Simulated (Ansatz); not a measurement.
Crystal: Cd2S.

```xyz
3
Lattice="3.9627 0.0000 0.0000 -1.9813 3.4318 0.0000 0.0000 0.0000 5.8092" Properties=species:S:1:pos:R:3 pbc="T T T"
Cd    0.0000    2.2878    5.4183
Cd    1.9813    1.1439    3.3620
S     0.0000    2.2878    2.1245
```

The cell comes from a database or a generator and needn't be the stable form of this composition.

Base run:

| Property | Result |
| --- | --- |
| Program | Ansatz 0.2.0 |
| Functional | PBE |
| Potentials or basis | Ansatz PAW |
| Cutoff | 420 eV (not typed: the program's choice for these potentials) |
| k mesh | 8 × 8 × 5 |
| Occupations | fermi-dirac, width 0.05 eV |
| Spin | no spin polarisation |

Its results: pressure -0.1 GPa; largest force 0.075 eV/Å.

**Question.** The run is repeated on the same cell with these changes: functional from PBE to PBE0; k mesh from 8 × 8 × 5 to 4 × 4 × 4. What comes out?

**Answer.** Pressure -1.5 GPa; largest force 0.250 eV/Å.

Several settings changed at once, so the effect can't be laid on one alone.

Caveats: some runs use coarse meshes; the PAW data sets come from PBE, with cores solved anew for the run's functional, which leaves a small shift of forces and pressure (some runs); the thresholds are loose for stress (some runs).
